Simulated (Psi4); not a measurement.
# [SnH3]− (SMILES [H][Sn-]([H])[H]): MP4(SDQ)/def2-TZVPD (density fitting, core potential)

Aim: the energy change on altering one bond length of [SnH3]− at MP4(SDQ)/def2-TZVPD (density fitting, core potential), from 2 runs. 

Program for the calculation: Psi4 1.11.

1 further run of the same task is left out (set aside as unsound or not needed).

**1. The structure to begin with**

[SnH3]−: 4 atoms, total charge -1, spin state singlet. SMILES: `[H][Sn-]([H])[H]`. Geometry: a GFN2-xTB relaxation, a rough one for these elements and not checked as a minimum.

Bond lengths: Sn1–H2 1.948 Å, Sn1–H3 1.948 Å, Sn1–H4 1.949 Å. Angles: H2–Sn1–H3 93.3°, H2–Sn1–H4 93.4°, H3–Sn1–H4 93.5°.

**2. A single-point energy at MP4(SDQ)/def2-TZVPD (density fitting, core potential)**

Contents of calc.py:

```python
import psi4

psi4.set_memory(1600000000)
psi4.set_num_threads(1)
psi4.set_output_file('psi4.out', False)

geom = psi4.geometry("""
-1 1
Sn
H 1 1.947655
H 1 1.947872 2 93.33705
H 1 1.94855 2 93.41078 3 93.70187
""")

options = {'basis': 'def2-TZVPD', 'num_frozen_docc': 4}
psi4.set_options(options)

E = psi4.energy('mp4(sdq)')
print(f'mp4(sdq) energy: {E:.10f} Eh')
```

On the command line:

```sh
$ python calc.py
```

psi4.out:

```text
[...]
    !!!  WARNING: ECP capability is in beta. Please check occupations closely.  !!!
[...]
  Running in c1 symmetry.
[...]
  Nuclear repulsion =   18.488597320638917
[...]
  Multiplicity = 1
[...]
  Nalpha       = 13
  Nbeta        = 13
[...]
    Number of basis functions: 83
[...]
   @RHF iter   1:  -214.89998020199226   -1.47788e+00   6.33066e-03 ADIIS/DIIS
[...]
   @RHF iter  11:  -215.06681904413074   -1.13687e-12   4.85317e-09 DIIS
[...]
    Orbital Energies [Eh]
    ---------------------
    Doubly Occupied:
       1A     -5.634617     2A     -3.823310     3A     -3.823304
       4A     -3.819626     5A     -1.089834     6A     -1.089834
       7A     -1.085204     8A     -1.085191     9A     -1.082486
      10A     -0.398024    11A     -0.192816    12A     -0.192681
      13A     -0.094945
[...]
  @RHF Final Energy:  -215.06681904413074
   => Energetics <=
    Nuclear Repulsion Energy =             18.4885973206389167
    One-Electron Energy =                -420.2870857528219517
    Two-Electron Energy =                 186.7316693880522962
    Total Energy =                       -215.0668190441307388
[...]
 Multipole Moments:
 ------------------------------------------------------------------------------------
     Multipole            Electronic (a.u.)      Nuclear  (a.u.)        Total (a.u.)
 ------------------------------------------------------------------------------------
 L = 1.  Multiply by 2.5417464519 to convert [e a0] to [Debye]
 Dipole X            :         -3.4843410            2.9162105           -0.5681305
 Dipole Y            :         -3.2644909            2.7328342           -0.5316566
 Dipole Z            :         -3.0839724            2.5816311           -0.5023413
 Magnitude           :                                                    0.9261629
[...]
      * MP2 total energy:                   -215.411702001756
[...]
      * MP3 total energy:                   -215.418571611670
[...]
```

Standard output:

```text
mp4(sdq) energy: -215.4280569759 Eh
```

Wall time 3.9 s (1 thread of AMD EPYC 9R45 (Zen 5), shared host); peak memory 0.53 GiB.

**3. The distorted shape**

Contents of h3sn.inp:

```
memory 1.6 GB

molecule m {
  -1 1
  Sn    -0.084422     0.148397     0.684470
  H      1.559748     0.109067    -0.358850
  H     -0.786860     1.432510    -0.280410
  H     -0.922582    -1.261973    -0.366810
}

set {
  num_frozen_docc 4
}

energy_value = energy("mp4(sdq)/def2-TZVPD")
print_variables()
```

On the command line:

```sh
$ psi4 h3sn.inp h3sn.out -n 1
```

h3sn.out:

```text
[...]
    !!!  WARNING: ECP capability is in beta. Please check occupations closely.  !!!
[...]
  Running in c1 symmetry.
[...]
  Nuclear repulsion =   19.171781605362778
[...]
  Multiplicity = 1
[...]
  Nalpha       = 13
  Nbeta        = 13
[...]
    Number of basis functions: 83
[...]
   @RHF iter   1:  -214.90189299021227   -1.42775e+00   6.38708e-03 DIIS/ADIIS
[...]
   @RHF iter  11:  -215.07009077899522   -9.52127e-12   8.12099e-09 DIIS
[...]
    Orbital Energies [Eh]
    ---------------------
    Doubly Occupied:
       1A     -5.626639     2A     -3.815745     3A     -3.815357
       4A     -3.811669     5A     -1.083221     6A     -1.082608
       7A     -1.078136     8A     -1.077224     9A     -1.074515
      10A     -0.409194    11A     -0.204199    12A     -0.188782
      13A     -0.089204
[...]
  @RHF Final Energy:  -215.07009077899522
   => Energetics <=
    Nuclear Repulsion Energy =             19.1717816053627779
    One-Electron Energy =                -421.7707590387735195
    Two-Electron Energy =                 187.5288866544155439
    Total Energy =                       -215.0700907789952225
[...]
 Multipole Moments:
 ------------------------------------------------------------------------------------
     Multipole            Electronic (a.u.)      Nuclear  (a.u.)        Total (a.u.)
 ------------------------------------------------------------------------------------
 L = 1.  Multiply by 2.5417464519 to convert [e a0] to [Debye]
 Dipole X            :         -0.3141559            0.1556061           -0.1585497
 Dipole Y            :          0.5320624           -0.2487772            0.2832852
 Dipole Z            :          5.3179553           -4.5965502            0.7214052
 Magnitude           :                                                    0.7910840
[...]
      * MP2 total energy:                   -215.416236530923
[...]
      * MP3 total energy:                   -215.422480256245
[...]
```

Wall time 3.9 s (1 thread of AMD EPYC 9R45 (Zen 5), shared host); peak memory 0.54 GiB.

**4. Results**

At MP4(SDQ)/def2-TZVPD (density fitting, core potential), 4 core orbitals frozen:

| quantity | value |
| --- | --- |
| first shape: total energy | -215.42806 Eh |
| first shape: HOMO energy (Hartree–Fock orbitals) | -2.58 eV |
| first shape: LUMO energy (Hartree–Fock orbitals) | 5.54 eV |
| first shape: HOMO–LUMO gap (to an unbound level, set by the basis) | 8.12 eV |
| first shape: correlation energy (4 core orbitals frozen) | -361.2 mEh |
| distorted shape: total energy | -215.43178 Eh |
| distorted shape: HOMO energy (Hartree–Fock orbitals) | -2.43 eV |
| distorted shape: LUMO energy (Hartree–Fock orbitals) | 5.56 eV |
| distorted shape: HOMO–LUMO gap (to an unbound level, set by the basis) | 7.99 eV |
| distorted shape: correlation energy (4 core orbitals frozen) | -361.7 mEh |
| energy change with the Sn1–H3 bond shortened from 1.948 to 1.753 Å | -0.101 eV |

In words: With the Sn1–H3 bond shortened from 1.948 to 1.753 Å the energy falls by 0.10 eV (9.8 kJ/mol). The first shape isn't relaxed at this level, so the change isn't measured from a minimum.
